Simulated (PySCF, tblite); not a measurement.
# C₆H₁₃NO₂Si: geometry, infrared bands and NMR shifts

Aim: predict the infrared bands and NMR shifts of C₆H₁₃NO₂Si (`C[C@@H]([SiH3])[C@@](C)(C=O)C(N)=O`).

The runs use tblite 0.8.0 and PySCF 2.14.0, with density-fitted response routines of our own; the level of theory stands in each step. All values are computed, except where a source is named. Atoms are numbered from 0 throughout.

## Step 1: The starting structure

23 atoms, charge 0, multiplicity 1; geometry from: force field or distance geometry start.

Bonds of the start (Å): C0–C1 1.51, C1–Si2 1.90, C1–C3 1.48, C3–C4 1.52, C3–C5 1.51, C5–O6 1.21, C3–C7 1.46, C7–N8 1.41, C7–O9 1.27, C0–H10 1.12, C0–H11 1.10, C0–H12 1.11, C1–H13 1.11, Si2–H14 1.47, Si2–H15 1.48, Si2–H16 1.46, C4–H17 1.11, C4–H18 1.11, C4–H19 1.10, C5–H20 1.10, N8–H21 1.06, N8–H22 1.04.

## Step 2: Geometry optimisation with GFN2-xTB

Job settings and geometry (Å):

```
{"job": {"kind": "relax", "xc": "GFN2-xTB", "basis": "xTB"}, "charge": 0, "multiplicity": 1}
C      1.365300     1.082500    -0.669800
C      0.865100    -0.289400    -0.269200
Si     1.729400    -0.825100     1.338800
C     -0.613000    -0.395900    -0.208100
C     -1.177900    -0.095400    -1.582600
C     -1.030600    -1.824400     0.074100
O     -1.720100    -2.460500    -0.691600
C     -1.262300     0.454200     0.782600
N     -1.169700     1.864600     0.762100
O     -1.959100    -0.083100     1.692100
H      0.608400     1.624800    -1.286900
H      2.263700     0.921400    -1.281300
H      1.673100     1.653400     0.231600
H      1.242100    -0.994100    -1.043400
H      0.888500    -1.726400     2.130900
H      2.157600     0.349700     2.131900
H      2.946100    -1.549100     0.978500
H     -0.403600    -0.418600    -2.315600
H     -1.383300     0.986700    -1.677900
H     -2.081000    -0.720100    -1.675900
H     -0.703100    -2.312300     0.998300
H     -0.709300     2.319400     1.600500
H     -1.531000     2.465000    -0.009200
```

The run is started by

```bash
> OMP_NUM_THREADS=1 python probes_run.py task.json out
```

The driver reads the jobs from task.json and runs them one after another.

**Question.** This job is followed by: GFN2-xTB harmonic vibrations, gas phase; GIAO PBE0/pcSseg-1 NMR shielding, non-relativistic, gas phase. What will the session give for the following? strongest single infrared mode (GFN2-xTB); zero-point energy (GFN2-xTB); 13C shifts against TMS (PBE0/pcSseg-1); 1H shifts against TMS (PBE0/pcSseg-1, means over atoms taken as alike); 29Si shifts against TMS (PBE0/pcSseg-1); 17O shifts against H2O (PBE0/pcSseg-1); 15N shifts against NH3 (PBE0/pcSseg-1).

As calculated:

| quantity | value |
| --- | --- |
| strongest single infrared mode (GFN2-xTB) | 1736 cm⁻¹, 643 km/mol |
| zero-point energy (GFN2-xTB) | 112.7 kcal/mol |
| 13C shifts against TMS (PBE0/pcSseg-1) | 217.1, 179.5, 62.1, 27.4, 23.7, 13.7 ppm |
| 1H shifts against TMS (PBE0/pcSseg-1, means over atoms taken as alike) | 10.06, 5.98, 4.70, 4.13, 1.50, 1.26, 1.20 ppm |
| 29Si shifts against TMS (PBE0/pcSseg-1) | -70.6 ppm |
| 17O shifts against H2O (PBE0/pcSseg-1) | 684.4, 410.7 ppm |
| 15N shifts against NH3 (PBE0/pcSseg-1) | 118.6 ppm |

What this shows: Relaxing lowered the energy by 1.960 eV in 208 steps; the close pair that moved most is C3–C7, from 1.458 to 1.532 Å. No mode is imaginary among the 63: a minimum at this level. The strongest single mode, at 1736 cm⁻¹, moves mainly C7. Unscaled tight-binding wavenumbers are off by several per cent, some by more. Its intensities can rank the bands wrongly. The most deshielded carbon is C5 (aldehyde carbonyl carbon), at 217.1 ppm: the double bond to the heteroatom, with no lone-pair donor beside it, deshields it most. The most deshielded hydrogen is H20 (hydrogen on an aldehyde carbonyl carbon), at 10.06 ppm: the C=O anisotropy and electron withdrawal place aldehyde protons far downfield. At PBE0/pcSseg-1: The largest span, 1335 ppm, is at O6, where the paramagnetic term is -748 ppm.
